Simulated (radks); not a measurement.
**Spin polarisation of the 2p shell in B**

Aim: the energy gained and the exchange splitting as electrons of the 2p shell of B are turned from spin down to spin up.

Method: non-relativistic Kohn-Sham, PBE, spin-polarised, spherical densities, point nucleus. Code: radks (a radial shooting solver on a logarithmic mesh, Libxc functionals) version 1.

## (1) Starting point

| Item | Value |
| --- | --- |
| element | boron (Z = 5) |
| charge | 0 |
| electrons | 5 |
| configuration | [He] 2s2 2p(up 0.5, down 0.5) |

A shell typed twice in an input gives spin up, then spin down.

## (2) No moment

The run's settings:

```text
Z 5
configuration [He] 2s2 2p0.5 2p0.5
relativity non-relativistic
functional pbe,pbe
spin polarised
nucleus point
```

## (3) moment 0.25 in 2p

The run's settings:

```text
Z 5
configuration [He] 2s2 2p0.625 2p0.375
relativity non-relativistic
functional pbe,pbe
spin polarised
nucleus point
```

## (4) moment 0.5 in 2p

The run's settings:

```text
Z 5
configuration [He] 2s2 2p0.75 2p0.25
relativity non-relativistic
functional pbe,pbe
spin polarised
nucleus point
```

## (5) moment 0.75 in 2p

The run's settings:

```text
Z 5
configuration [He] 2s2 2p0.875 2p0.125
relativity non-relativistic
functional pbe,pbe
spin polarised
nucleus point
```

## (6) moment 1 in 2p

The run's settings:

```text
Z 5
configuration [He] 2s2 2p1 2p0
relativity non-relativistic
functional pbe,pbe
spin polarised
nucleus point
```

**Question.** What will these runs give? Wanted: for each run, moment; E − E(0); ε(2p up); ε(2p down); splitting.

As calculated:

```
moment (μB)  E − E(0) (eV)  ε(2p up) (eV)  ε(2p down) (eV)  splitting (eV)
          0          0.000         -3.609           -3.609           0.000
       0.25         -0.017         -3.734           -3.468           0.265
        0.5         -0.066         -3.844           -3.312           0.532
       0.75         -0.150         -3.940           -3.139           0.801
          1         -0.267         -4.021           -2.946           1.075
```

In words: At a moment of 1 μB the energy has fallen by 0.27 eV and the 2p levels split by 1.08 eV, 1.075 eV per μB. The Stoner form E = −I m²/4 would give I = 1.067 eV. The energy falls at every step.
